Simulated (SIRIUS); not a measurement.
# NiMoIrPdW (P3m1) in SIRIUS: a series of runs, part 3 of 4

SIRIUS 7.12.0.

**4. Equation of state, BPBE, collinear spin, zero start, 14.67 Å³/atom (volume scaled by 0.98)**

Contents of sirius.json:

```json
{
  "control": {
    "processing_unit": "cpu",
    "std_evp_solver_name": "lapack",
    "gen_evp_solver_name": "lapack",
    "verbosity": 2,
    "print_forces": false,
    "ortho_rf": true,
    "use_second_variation": true,
    "rmt_max": 3.0,
    "num_bands_to_print": 24,
    "save_wf": true
  },
  "parameters": {
    "electronic_structure_method": "full_potential_lapwlo",
    "xc_functionals": ["XC_GGA_X_B88", "XC_GGA_C_PBE"],
    "core_relativity": "dirac",
    "valence_relativity": "zora",
    "num_fv_states": 85,
    "smearing": "fermi_dirac",
    "smearing_width": 0.0018374661,
    "pw_cutoff": 20,
    "gk_cutoff": 3.93,
    "lmax_apw": 11,
    "lmax_rho": 8,
    "lmax_pot": 8,
    "num_mag_dims": 1,
    "auto_rmt": 0,
    "ngridk": [4, 4, 1],
    "shiftk": [0, 0, 0],
    "num_dft_iter": 80,
    "energy_tol": 1e-07,
    "density_tol": 1e-05,
    "use_symmetry": true
  },
  "settings": {"tol_ne": 1e-10},
  "iterative_solver": {"type": "exact"},
  "mixer": {"type": "anderson", "beta": 0.4, "max_history": 8},
  "unit_cell": {
    "lattice_vectors": [[5.18210282, -0.0, -0.0], [-2.5910514099, 4.4878221489, 0.0], [-0.0, 0.0, 21.2866251025]],
    "atom_types": ["Ir", "Mo", "Ni", "Pd", "W"],
    "atom_files": {"Ir": "Ir.json", "Mo": "Mo.json", "Ni": "Ni.json", "Pd": "Pd.json", "W": "W.json"},
    "atoms": {
      "Ir": [[0.0, 0.0, 1.1944766474, 0.0, 0.0, 0.0]],
      "Mo": [[1.3711390697, 0.7916098198, 3.3145487882, 0.0, 0.0, 0.0]],
      "Ni": [[0.0, 0.0, 7.9883723505, 0.0, 0.0, 0.0]],
      "Pd": [[1.3711390697, 0.7916098198, 10.1268054582, 0.0, 0.0, 0.0]],
      "W": [[1.3711390697, 0.7916098198, 5.9612314841, 0.0, 0.0, 0.0]]
    },
    "atom_coordinate_units": "A"
  }
}
```

Contents of Ir.json:

```json
{
  "name": "iridium",
  "symbol": "Ir",
  "number": 77,
  "mass": 192.217,
[... 35 lines left out ...]
    {"l": 2, "basis": [{"enu": 0.23, "dme": 1, "n": 0, "auto": 0}, {"enu": 0.23, "dme": 2, "n": 0, "auto": 0}]},
    {"l": 2, "basis": [{"enu": 0.23, "dme": 0, "n": 0, "auto": 0}, {"enu": 2.787, "dme": 0, "n": 0, "auto": 0}]},
    {"l": 3, "basis": [{"enu": 0.23, "dme": 0, "n": 0, "auto": 0}, {"enu": 0.23, "dme": 1, "n": 0, "auto": 0}]},
    {
      "l": 3,
      "basis": [{"enu": -1.8396, "dme": 0, "n": 4, "auto": 1}, {"enu": -1.8396, "dme": 1, "n": 4, "auto": 1}]
    },
    {
      "l": 3,
      "basis": [{"enu": -1.8396, "dme": 1, "n": 4, "auto": 1}, {"enu": 0.23, "dme": 0, "n": 0, "auto": 0}]
    },
    {"l": 3, "basis": [{"enu": 0.23, "dme": 0, "n": 0, "auto": 0}, {"enu": 4.0327, "dme": 0, "n": 0, "auto": 0}]},
    {"l": 4, "basis": [{"enu": 0.23, "dme": 0, "n": 0, "auto": 0}, {"enu": 0.23, "dme": 1, "n": 0, "auto": 0}]},
    {"l": 4, "basis": [{"enu": 0.23, "dme": 0, "n": 0, "auto": 0}, {"enu": 3.3771, "dme": 0, "n": 0, "auto": 0}]}
  ],
  "free_atom": [... radial grid and density of the free atom, the start of the SCF ...]
}
```

Contents of Mo.json:

```json
{
  "name": "molybdenum",
  "symbol": "Mo",
  "number": 42,
  "mass": 95.96,
  "rmin": 1e-06,
  "rmt": 2.38,
  "nrmt": 800,
  "rinf": 17.03,
  "core": "1s2s2p3s3p3d",
  "valence": [
[... 21 lines left out ...]
    },
    {
      "l": 1,
      "basis": [{"enu": -1.0413, "dme": 1, "n": 4, "auto": 1}, {"enu": 0.23, "dme": 0, "n": 0, "auto": 0}]
    },
    {"l": 1, "basis": [{"enu": 0.23, "dme": 0, "n": 0, "auto": 0}, {"enu": 3.4784, "dme": 0, "n": 0, "auto": 0}]},
    {"l": 2, "basis": [{"enu": 0.23, "dme": 0, "n": 0, "auto": 0}, {"enu": 0.23, "dme": 1, "n": 0, "auto": 0}]},
    {"l": 2, "basis": [{"enu": 0.23, "dme": 1, "n": 0, "auto": 0}, {"enu": 0.23, "dme": 2, "n": 0, "auto": 0}]},
    {"l": 2, "basis": [{"enu": 0.23, "dme": 0, "n": 0, "auto": 0}, {"enu": 2.984, "dme": 0, "n": 0, "auto": 0}]},
    {"l": 3, "basis": [{"enu": 0.23, "dme": 0, "n": 0, "auto": 0}, {"enu": 0.23, "dme": 1, "n": 0, "auto": 0}]},
    {"l": 3, "basis": [{"enu": 0.23, "dme": 0, "n": 0, "auto": 0}, {"enu": 3.3018, "dme": 0, "n": 0, "auto": 0}]}
  ],
  "free_atom": [... radial grid and density of the free atom, the start of the SCF ...]
}
```

Contents of Ni.json:

```json
{
  "name": "nickel",
  "symbol": "Ni",
  "number": 28,
  "mass": 58.6934,
  "rmin": 1e-06,
  "rmt": 2.24,
  "nrmt": 800,
  "rinf": 14.89,
  "core": "1s2s2p",
  "valence": [
[... 24 lines left out ...]
      "basis": [{"enu": -2.1709, "dme": 1, "n": 3, "auto": 1}, {"enu": 0.23, "dme": 0, "n": 0, "auto": 0}]
    },
    {"l": 1, "basis": [{"enu": 0.23, "dme": 0, "n": 0, "auto": 0}, {"enu": 3.8971, "dme": 0, "n": 0, "auto": 0}]},
    {
      "l": 2,
      "basis": [{"enu": 0.2191, "dme": 0, "n": 0, "auto": 0}, {"enu": 0.2191, "dme": 1, "n": 0, "auto": 0}]
    },
    {
      "l": 2,
      "basis": [{"enu": 0.2191, "dme": 1, "n": 0, "auto": 0}, {"enu": 0.2191, "dme": 2, "n": 0, "auto": 0}]
    },
    {
      "l": 2,
      "basis": [{"enu": 0.2191, "dme": 0, "n": 0, "auto": 0}, {"enu": 3.3281, "dme": 0, "n": 0, "auto": 0}]
    },
    {"l": 3, "basis": [{"enu": 0.23, "dme": 0, "n": 0, "auto": 0}, {"enu": 0.23, "dme": 1, "n": 0, "auto": 0}]},
    {"l": 3, "basis": [{"enu": 0.23, "dme": 0, "n": 0, "auto": 0}, {"enu": 3.6978, "dme": 0, "n": 0, "auto": 0}]}
  ],
  "free_atom": [... radial grid and density of the free atom, the start of the SCF ...]
}
```

Contents of Pd.json:

```json
{
  "name": "palladium",
  "symbol": "Pd",
  "number": 46,
  "mass": 106.42,
  "rmin": 1e-06,
  "rmt": 2.38,
  "nrmt": 800,
  "rinf": 14.72,
  "core": "1s2s2p3s3p3d",
  "valence": [
[... 15 lines left out ...]
    },
    {
      "l": 1,
      "basis": [{"enu": -1.4949, "dme": 1, "n": 4, "auto": 1}, {"enu": 0.23, "dme": 0, "n": 0, "auto": 0}]
    },
    {"l": 1, "basis": [{"enu": 0.23, "dme": 0, "n": 0, "auto": 0}, {"enu": 3.4784, "dme": 0, "n": 0, "auto": 0}]},
    {"l": 2, "basis": [{"enu": 0.23, "dme": 0, "n": 0, "auto": 0}, {"enu": 0.23, "dme": 1, "n": 0, "auto": 0}]},
    {"l": 2, "basis": [{"enu": 0.23, "dme": 1, "n": 0, "auto": 0}, {"enu": 0.23, "dme": 2, "n": 0, "auto": 0}]},
    {"l": 2, "basis": [{"enu": 0.23, "dme": 0, "n": 0, "auto": 0}, {"enu": 2.984, "dme": 0, "n": 0, "auto": 0}]},
    {"l": 3, "basis": [{"enu": 0.23, "dme": 0, "n": 0, "auto": 0}, {"enu": 0.23, "dme": 1, "n": 0, "auto": 0}]},
    {"l": 3, "basis": [{"enu": 0.23, "dme": 0, "n": 0, "auto": 0}, {"enu": 3.3018, "dme": 0, "n": 0, "auto": 0}]}
  ],
  "free_atom": [... radial grid and density of the free atom, the start of the SCF ...]
}
```

Contents of W.json:

```json
{
  "name": "tungsten",
  "symbol": "W",
  "number": 74,
  "mass": 183.84,
[... 35 lines left out ...]
    {"l": 2, "basis": [{"enu": 0.23, "dme": 1, "n": 0, "auto": 0}, {"enu": 0.23, "dme": 2, "n": 0, "auto": 0}]},
    {"l": 2, "basis": [{"enu": 0.23, "dme": 0, "n": 0, "auto": 0}, {"enu": 2.787, "dme": 0, "n": 0, "auto": 0}]},
    {"l": 3, "basis": [{"enu": 0.23, "dme": 0, "n": 0, "auto": 0}, {"enu": 0.23, "dme": 1, "n": 0, "auto": 0}]},
    {
      "l": 3,
      "basis": [{"enu": -0.8362, "dme": 0, "n": 4, "auto": 1}, {"enu": -0.8362, "dme": 1, "n": 4, "auto": 1}]
    },
    {
      "l": 3,
      "basis": [{"enu": -0.8362, "dme": 1, "n": 4, "auto": 1}, {"enu": 0.23, "dme": 0, "n": 0, "auto": 0}]
    },
    {"l": 3, "basis": [{"enu": 0.23, "dme": 0, "n": 0, "auto": 0}, {"enu": 4.0327, "dme": 0, "n": 0, "auto": 0}]},
    {"l": 4, "basis": [{"enu": 0.23, "dme": 0, "n": 0, "auto": 0}, {"enu": 0.23, "dme": 1, "n": 0, "auto": 0}]},
    {"l": 4, "basis": [{"enu": 0.23, "dme": 0, "n": 0, "auto": 0}, {"enu": 3.3771, "dme": 0, "n": 0, "auto": 0}]}
  ],
  "free_atom": [... radial grid and density of the free atom, the start of the SCF ...]
}
```

Contents of sirius_start.json:

```json
{
  "control": {
    "processing_unit": "cpu",
    "std_evp_solver_name": "lapack",
    "gen_evp_solver_name": "lapack",
    "verbosity": 1,
    "print_forces": false,
    "ortho_rf": true,
    "use_second_variation": true,
    "rmt_max": 3.0,
    "num_bands_to_print": 24,
    "save_wf": false
  },
  "parameters": {
    "electronic_structure_method": "full_potential_lapwlo",
    "xc_functionals": ["XC_LDA_X", "XC_LDA_C_PW"],
    "core_relativity": "dirac",
    "valence_relativity": "zora",
    "num_fv_states": 85,
    "smearing": "fermi_dirac",
    "smearing_width": 0.0055123983,
    "pw_cutoff": 20,
    "gk_cutoff": 3.14,
    "lmax_apw": 11,
    "lmax_rho": 8,
    "lmax_pot": 8,
    "num_mag_dims": 1,
    "auto_rmt": 0,
    "ngridk": [2, 2, 1],
    "shiftk": [0, 0, 0],
    "num_dft_iter": 30,
    "energy_tol": 0.01,
    "density_tol": 0.05,
    "use_symmetry": true
  },
  "settings": {"tol_ne": 1e-10},
  "iterative_solver": {"type": "exact"},
  "mixer": {"type": "anderson", "beta": 0.4, "max_history": 8},
  "unit_cell": {
    "lattice_vectors": [[5.18210282, -0.0, -0.0], [-2.5910514099, 4.4878221489, 0.0], [-0.0, 0.0, 21.2866251025]],
    "atom_types": ["Ir", "Mo", "Ni", "Pd", "W"],
    "atom_files": {"Ir": "Ir.json", "Mo": "Mo.json", "Ni": "Ni.json", "Pd": "Pd.json", "W": "W.json"},
    "atoms": {
      "Ir": [[0.0, 0.0, 1.1944766474, 0.0, 0.0, 0.0]],
      "Mo": [[1.3711390697, 0.7916098198, 3.3145487882, 0.0, 0.0, 0.0]],
      "Ni": [[0.0, 0.0, 7.9883723505, 0.0, 0.0, 0.0]],
      "Pd": [[1.3711390697, 0.7916098198, 10.1268054582, 0.0, 0.0, 0.0]],
      "W": [[1.3711390697, 0.7916098198, 5.9612314841, 0.0, 0.0, 0.0]]
    },
    "atom_coordinate_units": "A"
  }
}
```

On the command line:

```sh
OMP_NUM_THREADS=2 sirius.scf --input=sirius_start.json --output=start.json
OMP_NUM_THREADS=2 sirius.scf --input=sirius.json --output=output.json --task=1
```

It took 24 min on 2 threads of Intel Xeon Platinum 8488C (Sapphire Rapids), shared host; peak memory 1.2 GiB.

The run converged, but some of its settings lie outside the range that counts as converged, so its numbers aren't taken as properties of the crystal.

What came out:

| Quantity | Value |
| --- | --- |
| Free energy | -1214882.7275 eV |
| Band gap on the k mesh | none (metal or under the smearing width) |
| Net moment | 0.00 μB per cell |
| All electrons inside the program's atomic spheres | Ni 26.93; Mo 40.01; Pd 44.56; Ir 75.44; W 72.00 (radii Ir 2.47, Mo 2.38, Ni 2.24, Pd 2.38, W 2.47 bohr) |

Caveat: the k mesh is coarse (spacing up to 0.66 Å⁻¹), so the values aren't converged.

(Continued in part 4 of 4.)
